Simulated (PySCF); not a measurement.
# C5H3F5: circular dichroism and optical rotation, excited states, first hyperpolarisability

Wanted: circular dichroism and optical rotation, excited states, first hyperpolarisability for C5H3F5 (`C=C(F)/C(F)=C/C(F)(F)F`).

Programs: PySCF 2.14.0, with routines of our own; each step states its level. All values are computed. Atoms count from 0.

## Step 1: The starting structure

13 atoms, charge 0, multiplicity 1; geometry from: GFN2-xTB.

## Step 2: Geometry optimisation at PBE0-D3(BJ)/def2-SVP

Job settings and geometry (Å):

```
{"job": {"xc": "PBE0", "basis": "def2-SVP", "d3": "d3bj", "grid": 2, "kind": "geom"}, "charge": 0, "multiplicity": 1}
C      2.512932     0.619456    -0.736764
C      1.549735    -0.170381    -0.280533
F      1.811172    -1.441497     0.078523
C      0.149115     0.200398    -0.108024
F     -0.128888     1.451324    -0.481737
C     -0.797181    -0.605028     0.378668
C     -2.225065    -0.183473     0.537106
F     -2.931490    -1.115465     1.189477
F     -2.363218     0.957698     1.226960
F     -2.839903     0.006631    -0.642522
H      2.299622     1.633571    -1.019690
H      3.522149     0.261937    -0.830728
H     -0.563368    -1.614684     0.671536
```

Launch:

```bash
OMP_NUM_THREADS=1 python excited_run.py task.json out
```

This one command runs all jobs of the session in turn.

What it wrote:

```text
step   0  E = -690.30240894  max force = 0.013762
step   1  E = -690.30336232  max force = 0.006487
step   2  E = -690.30355812  max force = 0.002739
step   3  E = -690.30362461  max force = 0.001512
step   4  E = -690.30364814  max force = 0.001378
step   5  E = -690.30367287  max force = 0.000484
step   6  E = -690.30368827  max force = 0.000661
step   7  E = -690.30369388  max force = 0.001272
step   8  E = -690.30372102  max force = 0.000482
step   9  E = -690.30372437  max force = 0.000677
step  10  E = -690.30372899  max force = 0.000206
optimisation converged
```

It took 2.1 min on 1 thread of Intel Xeon Platinum 8375C at 2.90GHz, shared host; peak memory 0.81 GiB.

Step by step:

```csv
step,energy from step 0 (eV),largest force component (eV/Å)
0,0.0000,0.7077
1,-0.0259,0.3336
2,-0.0313,0.1408
3,-0.0331,0.0778
4,-0.0337,0.0709
5,-0.0344,0.0249
6,-0.0348,0.0340
7,-0.0350,0.0654
8,-0.0357,0.0248
9,-0.0358,0.0348
10,-0.0359,0.0106
```

Close pairs (by a distance rule), those that changed most:

```csv
bond,before (Å),after (Å),change (Å)
C0–H11,1.075,1.090,+0.016
C1–F2,1.346,1.331,-0.015
C0–H10,1.074,1.089,+0.015
C5–H12,1.077,1.089,+0.012
C3–F4,1.335,1.324,-0.011
C6–F8,1.341,1.333,-0.008
C6–F9,1.344,1.338,-0.006
C0–C1,1.327,1.332,+0.006
```

The next job starts from the end point, and lists it.

```csv
at the end point,value
point group (found at 0.08 Å tolerance),C1
"rotational constants (GHz, main isotopes)","2.649, 0.748, 0.649"
dipole moment (D),2.62
```

## Step 3: Circular dichroism and optical rotation: TDDFT CAM-B3LYP/aug-cc-pVDZ

Job settings and geometry (Å):

```
{"job": {"kind": "ecd", "xc": "CAM-B3LYP", "basis": "aug-cc-pVDZ", "nstates": 12}, "charge": 0, "multiplicity": 1}
C      2.426519     0.640669    -0.977031
C      1.507051    -0.166927    -0.450716
F      1.762282    -1.448611    -0.197587
C      0.144866     0.229744    -0.094380
F     -0.114874     1.504165    -0.341930
C     -0.769183    -0.594337     0.427356
C     -2.169243    -0.202772     0.767328
F     -2.673069    -1.052090     1.667193
F     -2.250986     1.026031     1.277599
F     -2.968660    -0.240954    -0.304811
H      2.180755     1.683389    -1.171212
H      3.420884     0.262149    -1.215398
H     -0.496716    -1.636603     0.588390
```

Method: TDDFT CAM-B3LYP/aug-cc-pVDZ circular dichroism and optical rotation, one conformer, gas phase.

What it wrote:

```text
coarse grid: 12720 points
cycle   1  E = -691.1628425613  dE =  1.970e+00  |g| = 1.081e+00  |ddm| = 1.258e+01
cycle   2  E = -691.0743882572  dE =  8.845e-02  |g| = 1.377e+00  |ddm| = 4.954e+00
cycle   3  E = -691.3781112430  dE = -3.037e-01  |g| = 8.072e-02  |ddm| = 3.023e+00
cycle   4  E = -691.3790912398  dE = -9.800e-04  |g| = 4.097e-02  |ddm| = 3.368e-01
cycle   5  E = -691.3794170725  dE = -3.258e-04  |g| = 1.336e-02  |ddm| = 1.570e-01
cycle   6  E = -691.3794503447  dE = -3.327e-05  |g| = 3.419e-03  |ddm| = 3.405e-02
cycle   7  E = -691.3794526983  dE = -2.354e-06  |g| = 8.940e-04  |ddm| = 1.305e-02
final grid: 130176 points
cycle   8  E = -691.3842852648  dE = -3.556e-05  |g| = 5.574e-03  |ddm| = 2.189e-01
cycle   9  E = -691.3842828360  dE =  2.429e-06  |g| = 7.022e-03  |ddm| = 3.139e-02
cycle  10  E = -691.3842905463  dE = -7.710e-06  |g| = 2.862e-04  |ddm| = 1.144e-02
cycle  11  E = -691.3842905596  dE = -1.335e-08  |g| = 1.592e-04  |ddm| = 1.450e-03
cycle  12  E = -691.3842905644  dE = -4.745e-09  |g| = 3.788e-05  |ddm| = 5.445e-04
cycle  13  E = -691.3842905646  dE = -2.585e-10  |g| = 1.111e-05  |ddm| = 1.158e-04
converged SCF energy = -691.3842905646

Singlet excitations and rotatory strengths (1e-40 esu^2 cm^2)
state   eV       nm     f(len)   f(vel)    R(len)    R(vel)   main configurations
  1   5.7126   217.0  0.69388  0.67752     1.894     1.808   H->L 0.98
  2   6.7532   183.6  0.00328  0.00317     0.139     0.173   H->L+1 0.86
  3   6.9534   178.3  0.01196  0.01166     0.379     0.374   H-1->L 0.96
  4   7.4842   165.7  0.03987  0.03855    -1.199    -1.170   H->L+2 0.74
  5   7.6123   162.9  0.00133  0.00073    -0.189    -0.163   H->L+3 0.45, H->L+8 0.24, H->L+4 0.09
  6   7.6519   162.0  0.00080  0.00083     0.182     0.188   H-2->L 0.86, H-3->L 0.09
  7   7.8534   157.9  0.00478  0.00465    -0.653    -0.645   H->L+3 0.39, H->L+8 0.19, H->L+4 0.16
  8   8.1798   151.6  0.00697  0.00695    -0.516    -0.453   H->L+6 0.73, H->L+7 0.18
  9   8.3740   148.1  0.00700  0.00685   -10.739   -10.379   H->L+5 0.58, H->L+7 0.10, H->L+6 0.09
 10   8.4002   147.6  0.01494  0.01478    12.366    11.970   H->L+7 0.56, H->L+5 0.15, H->L+6 0.12
 11   8.4747   146.3  0.00096  0.00083     0.041     0.033   H-3->L 0.81
 12   8.6049   144.1  0.01883  0.01820    -0.686    -0.650   H-1->L+1 0.69

Specific rotation (deg / (dm g/mL))
    nm     length   length(OI)   velocity    alpha(len)  alpha(vel)
  633.0       2.49       2.54       1.57       73.327     71.740
  589.3       3.13       3.17       2.06       73.827     72.229
  546.0       4.03       4.07       2.77       74.468     72.857
  436.0       9.22       9.21       7.11       77.351     75.677
  405.0      12.49      12.43       9.96       78.803     77.096
  365.0      19.86      19.65      16.54       81.582     79.813
  355.0      22.67      22.40      19.08       82.526     80.736
```

Run time: 2.1 min. Hardware: 1 thread of Intel Xeon Platinum 8375C at 2.90GHz, shared host; peak memory 1.1 GiB.

## Step 4: Excited states: TDA CAM-B3LYP/def2-TZVP

The job, as its differences from that of step 3:

```diff
@@ -1,2 +1,2 @@
-{"job": {"kind": "ecd", "xc": "CAM-B3LYP", "basis": "aug-cc-pVDZ", "nstates": 12}, "charge": 0, "multiplicity": 1}
+{"job": {"kind": "states", "xc": "CAM-B3LYP", "basis": "def2-TZVP", "tda": true, "soc": true, "nstates": 6, "ntriplets": 5, "nquad": 4}, "charge": 0, "multiplicity": 1}
 C      2.426519     0.640669    -0.977031
```

Method: TDA CAM-B3LYP/def2-TZVP excited states, vertical, gas phase, spin-orbit mean-field couplings.

What it wrote:

```text
coarse grid: 12720 points
cycle   1  E = -691.3596263454  dE =  1.931e+00  |g| = 1.180e+00  |ddm| = 3.427e+00
cycle   2  E = -691.2437998156  dE =  1.158e-01  |g| = 1.550e+00  |ddm| = 1.472e+00
cycle   3  E = -691.5921854788  dE = -3.484e-01  |g| = 8.145e-02  |ddm| = 8.300e-01
cycle   4  E = -691.5930483480  dE = -8.629e-04  |g| = 4.726e-02  |ddm| = 8.373e-02
cycle   5  E = -691.5934511437  dE = -4.028e-04  |g| = 1.415e-02  |ddm| = 4.304e-02
cycle   6  E = -691.5934849321  dE = -3.379e-05  |g| = 3.843e-03  |ddm| = 1.367e-02
cycle   7  E = -691.5934876397  dE = -2.708e-06  |g| = 1.007e-03  |ddm| = 3.890e-03
final grid: 130176 points
cycle   8  E = -691.5994851662  dE = -7.913e-05  |g| = 5.528e-03  |ddm| = 5.099e-02
cycle   9  E = -691.5994834408  dE =  1.725e-06  |g| = 6.566e-03  |ddm| = 7.571e-03
cycle  10  E = -691.5994895734  dE = -6.133e-06  |g| = 4.674e-04  |ddm| = 4.645e-03
cycle  11  E = -691.5994895989  dE = -2.555e-08  |g| = 2.040e-04  |ddm| = 5.921e-04
cycle  12  E = -691.5994896063  dE = -7.428e-09  |g| = 4.035e-05  |ddm| = 1.918e-04
cycle  13  E = -691.5994896066  dE = -2.346e-10  |g| = 1.440e-05  |ddm| = 3.700e-05
converged SCF energy = -691.5994896066

Singlet excitations
state   eV       nm        f     d(h-e)  d(exc)  Lambda  PR(NTO)  |dmu|/D   mu/D   main configurations
  1   6.2175   199.4   0.99968   0.514   2.921   0.844   1.087    1.407    4.168   H->L 0.94
  2   7.2056   172.1   0.03293   0.334   3.000   0.826   1.256    0.869    1.918   H-1->L 0.87, H->L+2 0.09
  3   7.6818   161.4   0.00167   0.123   2.694   0.515   1.047    0.419    2.353   H-2->L 0.85, H-3->L 0.10
  4   7.9076   156.8   0.00377   0.200   2.851   0.456   1.078    0.839    3.568   H->L+1 0.64, H->L+3 0.24
  5   8.2559   150.2   0.00382   0.292   2.893   0.475   1.073                     H->L+3 0.66, H->L+1 0.25
  6   8.5110   145.7   0.00069   0.981   3.034   0.466   1.073                     H-3->L 0.82, H-2->L 0.09

Triplet excitations (Tamm-Dancoff)
state   eV     d(h-e)  d(exc)  Lambda  PR(NTO)   main configurations
  1   3.2205   0.061   2.536   0.853   1.108   H->L 0.94
  2   4.7051   0.037   2.131   0.821   1.468   H-1->L 0.78, H->L+2 0.18
  3   7.2957   0.153   2.674   0.516   1.041   H-2->L 0.89
  4   7.6110   0.210   2.802   0.523   1.208   H->L+1 0.45, H->L+3 0.23, H->L+2 0.15
  5   7.6271   0.533   3.014   0.737   1.408   H->L+2 0.62, H-1->L 0.15, H->L+1 0.10
S1 - T1 = 2.9970 eV

Spin-orbit couplings |<S|Hso|T>| (cm-1)
             T1       T2       T3       T4       T5
S0        1.102    1.465    4.501    4.188    1.397
S1        0.184    0.292   21.703    6.280    3.012
S2        0.817    0.259    6.706    1.353    0.611
S3       20.686    3.009    2.711    0.721    0.724
S4        6.797    1.016    1.700    0.124    0.474
S5        4.836    3.791    0.958    0.818    1.615
S6       13.415    5.425   20.664    1.718    3.482
T1 sublevels (cm-1): 0.000 0.005 0.005   radiative rates (1/s): 0.0485 0.0373 0.0134
```

Run time: 1.7 min. Hardware: 1 thread of Intel Xeon Platinum 8375C at 2.90GHz, shared host; peak memory 1.4 GiB.

From this job:

```
  quantity    value
S1 less T1  3.00 eV
```

## Step 5: Excited states: TDDFT CAM-B3LYP/aug-cc-pVDZ

The job, as its differences from that of step 4:

```diff
@@ -1,2 +1,2 @@
-{"job": {"kind": "states", "xc": "CAM-B3LYP", "basis": "def2-TZVP", "tda": true, "soc": true, "nstates": 6, "ntriplets": 5, "nquad": 4}, "charge": 0, "multiplicity": 1}
+{"job": {"kind": "states", "xc": "CAM-B3LYP", "basis": "aug-cc-pVDZ", "tpa": true, "nstates": 8, "nquad": 6, "ntriplets": 0}, "charge": 0, "multiplicity": 1}
 C      2.426519     0.640669    -0.977031
```

With the program's defaults for keys left out, this is: TDDFT CAM-B3LYP/aug-cc-pVDZ excited states, vertical, gas phase, two-photon moments by quadratic response.

What it wrote:

```text
coarse grid: 12720 points
cycle   1  E = -691.1628425613  dE =  1.970e+00  |g| = 1.081e+00  |ddm| = 1.258e+01
cycle   2  E = -691.0743882572  dE =  8.845e-02  |g| = 1.377e+00  |ddm| = 4.954e+00
cycle   3  E = -691.3781112430  dE = -3.037e-01  |g| = 8.072e-02  |ddm| = 3.023e+00
cycle   4  E = -691.3790912398  dE = -9.800e-04  |g| = 4.097e-02  |ddm| = 3.368e-01
cycle   5  E = -691.3794170725  dE = -3.258e-04  |g| = 1.336e-02  |ddm| = 1.570e-01
cycle   6  E = -691.3794503447  dE = -3.327e-05  |g| = 3.419e-03  |ddm| = 3.405e-02
cycle   7  E = -691.3794526983  dE = -2.354e-06  |g| = 8.940e-04  |ddm| = 1.305e-02
final grid: 130176 points
cycle   8  E = -691.3842852648  dE = -3.556e-05  |g| = 5.574e-03  |ddm| = 2.189e-01
cycle   9  E = -691.3842828360  dE =  2.429e-06  |g| = 7.022e-03  |ddm| = 3.139e-02
cycle  10  E = -691.3842905463  dE = -7.710e-06  |g| = 2.862e-04  |ddm| = 1.144e-02
cycle  11  E = -691.3842905596  dE = -1.335e-08  |g| = 1.592e-04  |ddm| = 1.450e-03
cycle  12  E = -691.3842905644  dE = -4.745e-09  |g| = 3.788e-05  |ddm| = 5.445e-04
cycle  13  E = -691.3842905646  dE = -2.585e-10  |g| = 1.111e-05  |ddm| = 1.158e-04
converged SCF energy = -691.3842905646

Singlet excitations
state   eV       nm        f     d(h-e)  d(exc)  Lambda  PR(NTO)  |dmu|/D   mu/D   delta(TPA)   sigma/GM   main configurations
  1   5.7129   217.0   0.69408   0.297   2.985   0.821   1.127    0.686    3.487        6.18      0.074   H->L 0.98
  2   6.7533   183.6   0.00328   0.471   4.008   0.267   1.041    2.649    0.291      142.77      2.385   H->L+1 0.86
  3   6.9537   178.3   0.01197   0.168   2.974   0.791   1.181    0.480    2.356      793.78     14.061   H-1->L 0.96
  4   7.4843   165.7   0.03987   1.115   4.491   0.209   1.188    5.617    3.036       20.61      0.423   H->L+2 0.74
  5   7.6123   162.9   0.00133   0.239   3.872   0.232   1.073    1.547    1.524        1.20      0.025   H->L+3 0.45, H->L+8 0.24, H->L+4 0.09
  6   7.6520   162.0   0.00080   0.137   2.731   0.502   1.059    0.491    2.325        0.45      0.010   H-2->L 0.86, H-3->L 0.09
  7   7.8534   157.9   0.00478   1.508   4.110   0.234   1.080                                            H->L+3 0.39, H->L+8 0.19, H->L+4 0.16
  8   8.1800   151.6   0.00699   0.797   3.491   0.467   1.111                                            H->L+6 0.73, H->L+7 0.17
```

Run time: 83 s. Hardware: 1 thread of Intel Xeon Platinum 8375C at 2.90GHz, shared host; peak memory 1.1 GiB.

## Step 6: First hyperpolarisability: quadratic response CAM-B3LYP/aug-cc-pVDZ

The job, as its differences from that of step 5:

```diff
@@ -1,2 +1,2 @@
-{"job": {"kind": "states", "xc": "CAM-B3LYP", "basis": "aug-cc-pVDZ", "tpa": true, "nstates": 8, "nquad": 6, "ntriplets": 0}, "charge": 0, "multiplicity": 1}
+{"job": {"kind": "beta", "xc": "CAM-B3LYP", "basis": "aug-cc-pVDZ"}, "charge": 0, "multiplicity": 1}
 C      2.426519     0.640669    -0.977031
```

Level: quadratic response CAM-B3LYP/aug-cc-pVDZ first hyperpolarisability, Taylor convention, gas phase.

What it wrote:

```text
coarse grid: 12720 points
cycle   1  E = -691.1628425613  dE =  1.970e+00  |g| = 1.081e+00  |ddm| = 1.258e+01
cycle   2  E = -691.0743882572  dE =  8.845e-02  |g| = 1.377e+00  |ddm| = 4.954e+00
cycle   3  E = -691.3781112430  dE = -3.037e-01  |g| = 8.072e-02  |ddm| = 3.023e+00
cycle   4  E = -691.3790912398  dE = -9.800e-04  |g| = 4.097e-02  |ddm| = 3.368e-01
cycle   5  E = -691.3794170725  dE = -3.258e-04  |g| = 1.336e-02  |ddm| = 1.570e-01
cycle   6  E = -691.3794503447  dE = -3.327e-05  |g| = 3.419e-03  |ddm| = 3.405e-02
cycle   7  E = -691.3794526983  dE = -2.354e-06  |g| = 8.940e-04  |ddm| = 1.305e-02
final grid: 130176 points
cycle   8  E = -691.3842852648  dE = -3.556e-05  |g| = 5.574e-03  |ddm| = 2.189e-01
cycle   9  E = -691.3842828360  dE =  2.429e-06  |g| = 7.022e-03  |ddm| = 3.139e-02
cycle  10  E = -691.3842905463  dE = -7.710e-06  |g| = 2.862e-04  |ddm| = 1.144e-02
cycle  11  E = -691.3842905596  dE = -1.335e-08  |g| = 1.592e-04  |ddm| = 1.450e-03
cycle  12  E = -691.3842905644  dE = -4.745e-09  |g| = 3.788e-05  |ddm| = 5.445e-04
cycle  13  E = -691.3842905646  dE = -2.585e-10  |g| = 1.111e-05  |ddm| = 1.158e-04
converged SCF energy = -691.3842905646

Lowest singlets (eV, f): 5.7129 0.6941  6.7533 0.0033  6.9537 0.0120

First hyperpolarisability (au)
process     nm      |vector|   parallel      HRS      DR
static         -      121.61     -68.22      47.73   6.126
shg       1907.0      124.09     -69.29      49.11   5.827
eope      1907.0      122.43     -68.58          -       -
shg       1064.0      129.51     -71.38       52.5   5.118
eope      1064.0      124.26     -69.36          -       -
```

Run time: 64 s. Hardware: 1 thread of Intel Xeon Platinum 8375C at 2.90GHz, shared host; peak memory 1.1 GiB.

## Step 7: What came out

```
                                                                                         quantity                                                          value
                                                                                      point group                                                             C1
                                                             rotational constants (main isotopes)                                           2.65, 0.75, 0.65 GHz
state of largest rotatory strength (velocity form) among 12 (step 3, TDDFT CAM-B3LYP/aug-cc-pVDZ)  8.40 eV, R = +12.0 (velocity), +12.4 (length) ·10⁻⁴⁰ esu² cm²
                              specific rotation at 633.0 nm (step 3, TDDFT CAM-B3LYP/aug-cc-pVDZ)                                   1.6 (velocity), 2.5 (length)
                                                     S1 less T1 (step 4, TDA CAM-B3LYP/def2-TZVP)                                                        3.00 eV
                                      β vector (step 6, quadratic response CAM-B3LYP/aug-cc-pVDZ)            static 122, SHG 1907.0 nm 124, SHG 1064.0 nm 130 au
```

In words: The optimisation took 10 steps and gained 0.036 eV; among the close pairs (by a distance rule), C0–H11 changed most, from 1.075 to 1.090 Å. Rotations belong to one conformer and to the handedness of the start; where its mirror image forms freely, a sample shows none. The length form depends on the origin in a finite basis. In step 4, the number of triplets below S1 is 2, and the largest singlet-triplet spin-orbit coupling is S1–T3, 21.70 cm⁻¹. β grows from 122 au (static) to 130 au for doubling at 1064.0 nm: normal dispersion, which grows as twice the photon energy moves toward the bright states.
